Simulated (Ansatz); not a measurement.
The system is LiFeN.

```
Fe N Li
1.0
     3.10060    0.00000    0.00000
    -1.55030    2.68520    0.00000
     0.00000    0.00000    4.14534
Fe N Li
1 1 1
Direct
  0.33333 0.66667 0.50000
  0.00000 0.00000 0.50000
  0.00000 0.00000 0.00000
```

The cell comes from a database or a generator and needn't be the stable form of this composition.

Base run:

| Item | Value |
| --- | --- |
| Program | Ansatz 0.2.0 |
| Functional | PBE |
| Potentials or basis | Ansatz PAW |
| Cutoff | 420 eV (not typed: the program's choice for these potentials) |
| k mesh | 10 × 10 × 7 |
| Occupations | fermi-dirac, width 0.05 eV |
| Spin | collinear spin, ferromagnetic start |
| Starting moments | [3.0, 0.0, 0.0] μB |
| Hubbard terms | Fe d U = 4 eV |

Its results: band gap on the k mesh none (metal or under the smearing width); pressure 26.2 GPa; net moment 3.38 μB per cell; site moments Fe +2.74; N +0.09; Li -0.01 μB.

Q: After a change of settings the same cell gave: band gap on the k mesh none (metal or under the smearing width); pressure 17.1 GPa; net moment 2.86 μB per cell; site moments Fe +2.35; N +0.08; Li -0.01 μB. Which change was it?
A. hubbard terms from Fe d U = 4 eV to none; hubbard projectors from ortho-atomic (the default) to none
B. hubbard terms from Fe d U = 4 eV to Fe d U = 5 eV
C. hubbard terms from Fe d U = 4 eV to Fe d U = 2 eV

A: C.

Caveats: the magnetic or orbital state may not be the lowest; a cell with one magnetic atom can't hold antiferromagnetic order, which such compounds often take; the density of states is complete only up to the lowest level of the last band computed.
